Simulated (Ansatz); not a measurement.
# CH₇F₂NSi₂: a ladder of functionals and wavefunction methods

An exercise on one series of results from a longer session: the logs are not shown, and one member is left open.

Program: Ansatz 0.2.0, Gaussian basis. Level of theory: functionals in def2-TZVPP, the program's frozen cores in correlated methods. These are calculated values, not measurements.

Plan: PBE-D4, r2SCAN-D4, PBE0-D4, B3LYP-D4, ωB97X-V, ωB97M-V, B2PLYP; CCSD(T)/def2-TZVPP; MP2/def2-QZVPP; extrapolation to the limit.

### Structure used throughout

An earlier PBE0-D4 in a triple-zeta def2 set relaxation fixed the geometry.

SMILES `CN([SiH2]F)[SiH2]F`, 13 atoms, charge 0, spin multiplicity 1.

Atoms are counted from 1 here; the program's logs count them from 0.

Bond lengths: C1–N2 1.469 Å, C1–H7 1.093 Å, C1–H8 1.094 Å, C1–H9 1.093 Å, N2–Si3 1.711 Å, N2–Si5 1.714 Å, Si3–F4 1.601 Å, Si3–H10 1.478 Å, Si3–H11 1.481 Å, Si5–F6 1.600 Å, Si5–H12 1.478 Å, Si5–H13 1.481 Å. Angles: N2–C1–H7 110.5°, N2–C1–H8 111.6°, N2–C1–H9 111.0°, H7–C1–H8 107.9°, H7–C1–H9 107.1°, H8–C1–H9 108.5°, C1–N2–Si3 118.5°, C1–N2–Si5 117.4°, Si3–N2–Si5 124.0°, N2–Si3–F4 111.8°, N2–Si3–H10 108.8°, N2–Si3–H11 109.3°, F4–Si3–H10 107.5°, F4–Si3–H11 105.5°, H10–Si3–H11 113.9°, N2–Si5–F6 110.6°, N2–Si5–H12 108.8°, N2–Si5–H13 110.3° and more.

Geometry (Å):

| atom | x (Å) | y (Å) | z (Å) |
| --- | --- | --- | --- |
| C1 | -0.82298 | 0.80218 | -1.00013 |
| N2 | -0.01037 | 0.03859 | -0.04310 |
| Si3 | 0.88830 | -1.29901 | -0.61824 |
| F4 | -0.04462 | -2.57264 | -0.88532 |
| Si5 | -0.07727 | 0.51081 | 1.60327 |
| F6 | 0.69373 | 1.89575 | 1.82395 |
| H7 | -0.49296 | 0.60639 | -2.02343 |
| H8 | -1.88162 | 0.53695 | -0.93110 |
| H9 | -0.72304 | 1.87703 | -0.82966 |
| H10 | 1.88048 | -1.68305 | 0.40706 |
| H11 | 1.48189 | -0.96167 | -1.93208 |
| H12 | 0.58618 | -0.52492 | 2.42188 |
| H13 | -1.47769 | 0.77360 | 2.00690 |

The first run:

in.yaml

```yaml
crystal:
  periodic: [false, false, false]
  atoms:
    - {symbol: C, position_ang: [-0.822976, 0.802179, -1.000130]}
    - {symbol: N, position_ang: [-0.010370, 0.038586, -0.043098]}
    - {symbol: Si, position_ang: [0.888301, -1.299010, -0.618243]}
    - {symbol: F, position_ang: [-0.044624, -2.572644, -0.885318]}
    - {symbol: Si, position_ang: [-0.077271, 0.510811, 1.603271]}
    - {symbol: F, position_ang: [0.693726, 1.895745, 1.823954]}
    - {symbol: H, position_ang: [-0.492965, 0.606393, -2.023426]}
    - {symbol: H, position_ang: [-1.881622, 0.536946, -0.931097]}
    - {symbol: H, position_ang: [-0.723039, 1.877034, -0.829659]}
    - {symbol: H, position_ang: [1.880476, -1.683054, 0.407057]}
    - {symbol: H, position_ang: [1.481887, -0.961667, -1.932081]}
    - {symbol: H, position_ang: [0.586175, -0.524916, 2.421884]}
    - {symbol: H, position_ang: [-1.477688, 0.773597, 2.006895]}
basis:
  gaussian: {orbitals: def2-TZVPP}
hamiltonian: {xc: pbe, dispersion: d4}
output: {forces: true, orbitals: {seedname: orbitals}}
```

Command:

```bash
> ansatz run in.yaml --threads 2 --pin off --events-out ev --progress --plain --max-ram 22528MiB --backend cuda --devices 0, --max-vram 18GiB
```

Steps of the session up to this table: PBE-D4 (GGA); r2SCAN-D4 (meta-GGA); PBE0-D4 (hybrid); B3LYP-D4 (hybrid); ωB97X-V (range-separated); ωB97M-V (range-separated); B2PLYP (double hybrid); CCSD(T) in def2-TZVPP; MP2 in def2-QZVPP.

One of the session's tables, all rows but one given; the rest of the session is left out.

| method | atomisation energy (kJ/mol) |
| --- | --- |
| PBE-D4 | 4839.2 |
| r2SCAN-D4 | 4804.4 |
| PBE0-D4 | 4769.7 |
| B3LYP-D4 | 4811.1 |
| ωB97X-V | 4843.1 |
| ωB97M-V | 4831.6 |
| B2PLYP | 4766.9 |
| HF/def2-TZVPP | 3573.9 |
| MP2/def2-TZVPP | 4776.9 |
| CCSD/def2-TZVPP | 4637.6 |
| CCSD(T)/def2-TZVPP | 4697.0 |
| MP2/CBS | ? |
| CCSD(T)/CBS | 4835.7 |

**Question.** Estimate the row for MP2/CBS.

The run gave: atomisation energy (kJ/mol): 4915.6. In the column «atomisation energy (kJ/mol)» it is the highest.
